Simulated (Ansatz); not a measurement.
# SiAs+ (singlet): wave-function methods side by side at distance Si1–As2 = 2.095 Å, 6-31G

How much of the correlation energy of SiAs+ (singlet) does each wave-function method recover here?

Computed with Ansatz 0.2.0, Gaussian basis. Level: 6-31G, core rule «outside noble gas», up to 19 orbitals frozen.

Plan: UHF; CCSD(T) on RHF; CCSD(T) on UHF; BCCD(T) on RHF; CISD; CCSDT(Q) on RHF; CCSDT(Q) on UHF; CCSDTQ on RHF; CASSCF and MRCISD+Q, 2 electrons in 2 orbitals; CASSCF and NEVPT2, 2 electrons in 2 orbitals; CASSCF and MRCISD+Q, 8 electrons in 8 orbitals; CASSCF and NEVPT4(SD), 8 electrons in 8 orbitals; CASSCF and NEVPT2, 8 electrons in 8 orbitals; Full CI.

34 further runs of the same task are left out: 1 for a known fault of the program, 26 that didn't finish, 7 set aside as unsound or not needed.

## Step 1: What is computed

The geometry derives from a PBE0/def2-TZVP stationary point (not a proven minimum). One bond is set to the value named and the two fragments are kept rigid. No spin-orbit coupling is included. The filled d shell of As may be among the frozen orbitals whatever the setting's name suggests; the logs give the count.

2 atoms, charge 1, spin multiplicity 1.

Atoms are counted from 1 here; the program's logs count them from 0.

Bond lengths: Si1–As2 2.095 Å.

## Step 2: UHF

The input, in.yaml:

```yaml
crystal:
  periodic: [false, false, false]
  atoms:
    - {symbol: Si, position_ang: [0.000000, 0.000000, 0.000000]}
    - {symbol: As, position_ang: [0.000000, 0.000000, 2.095000]}
basis:
  gaussian: {orbitals: 6-31G}
total_charge: 1
magnetization: {spin_polarized: true, initial_magnetization: 0}
hamiltonian: {xc: hf}
output: {orbitals: {seedname: orbitals}}
```

Command:

```console
$ ansatz run in.yaml --threads 1 --pin off --events-out ev --progress --plain --max-ram 2393MiB
```

Further steps of the session: CCSD(T) on RHF; CCSD(T) on UHF; BCCD(T) on RHF; CISD; CCSDT(Q) on RHF; CCSDT(Q) on UHF; CCSDTQ on RHF; CASSCF and MRCISD+Q, 2 electrons in 2 orbitals; CASSCF and NEVPT2, 2 electrons in 2 orbitals; CASSCF and MRCISD+Q, 8 electrons in 8 orbitals; CASSCF and NEVPT4(SD), 8 electrons in 8 orbitals; CASSCF and NEVPT2, 8 electrons in 8 orbitals; Full CI.

**Question.** What will the summary of the whole plan be? Wanted: FCI below the RHF energy; RMP2 from FCI; RCCSD from FCI; RCCSD(T) from FCI; RCCSDT(Q) from FCI; NEVPT2 valence from FCI; NEVPT4(SD) valence from FCI; MRCISD+Q valence from FCI; T1 diagnostic.

As calculated:

| quantity | value |
| --- | --- |
| FCI below the RHF energy | -3.5599 eV |
| RMP2 from FCI | +671.1 meV |
| RCCSD from FCI | +306.2 meV |
| RCCSD(T) from FCI | +73.0 meV |
| RCCSDT(Q) from FCI | -1.8 meV |
| NEVPT2 valence from FCI | +160.2 meV |
| NEVPT4(SD) valence from FCI | +25.5 meV |
| MRCISD+Q valence from FCI | +10.7 meV |
| levels within 1 kcal/mol (43 meV) | RCCSDT(Q), RCCSDTQ, NEVPT4(SD) valence, MRCISD valence, MRCISD+Q valence |
| T1 diagnostic | 0.044 |
| effectively unpaired electrons | 0.72 |

**Reading.** RCCSD(T) misses by +73.0 meV, 2.0 % of the correlation energy. The occupations show some static correlation. Of the multireference levels listed MRCISD+Q valence comes nearest in total energy (+10.7 meV), which doesn't show that its space is the better one. Coupled cluster took another determinant than the lowest Hartree-Fock one. These misses are within one basis, not against nature.
